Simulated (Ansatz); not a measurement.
# C2H4GaN: the cost of one run

Computed with Ansatz 0.2.0, Gaussian basis. Level: the settings change from run to run.

### 1 The molecule

An earlier PBE0-D4 in a triple-zeta def2 set relaxation fixed the geometry.

8 atoms, charge 0, spin multiplicity 1.

Atoms are counted from 1 here; the program's logs count them from 0.

Bond lengths: N1–C2 1.361 Å, N1–H5 1.009 Å, N1–H6 1.003 Å, C2–C3 1.349 Å, C2–Ga4 2.037 Å, C3–H7 1.090 Å, C3–H8 1.096 Å. Angles: C2–N1–H5 119.9°, C2–N1–H6 119.1°, H5–N1–H6 114.9°, N1–C2–C3 124.7°, N1–C2–Ga4 137.9°, C3–C2–Ga4 97.2°, C2–C3–H7 125.6°, C2–C3–H8 120.2°, H7–C3–H8 114.2°.

### 2 rPW86-PBE/aug-pcseg-2

Set apart from the defaults: charge +1, multiplicity 2, restricted open-shell orbitals, atoms shaken by 0.15 Å, D4 dispersion, the search for lower states set to light.

in.yaml

```yaml
crystal:
  periodic: [false, false, false]
  atoms:
    - {symbol: N, position_ang: [0.028907, 1.335255, 0.161006]}
    - {symbol: C, position_ang: [0.033955, 0.200227, 0.374592]}
    - {symbol: C, position_ang: [0.213203, -0.886143, -0.436710]}
    - {symbol: Ga, position_ang: [-1.339027, -1.327283, 1.352813]}
    - {symbol: H, position_ang: [0.871691, 1.559081, -0.915627]}
    - {symbol: H, position_ang: [-0.253322, 2.020398, 0.682274]}
    - {symbol: H, position_ang: [0.697254, -0.939666, -1.353028]}
    - {symbol: H, position_ang: [-0.114617, -2.014538, -0.016320]}
basis:
  gaussian: {orbitals: aug-pcseg-2}
total_charge: 1
magnetization: {spin_polarized: false, initial_magnetization: 1}
hamiltonian: {xc: {name: rPW86-PBE}, dispersion: d4}
scf: {lower_state_search: light}
```

Started as:

```
> ansatz run in.yaml --threads 2 --pin off --events-out ev --progress --plain --max-ram 4352MiB
```

**Question.** How long does this run take on 2 threads of AMD EPYC 9R14, shared host, and how much memory does it need?

About 2.2 min, with a peak of 1.4 GiB.
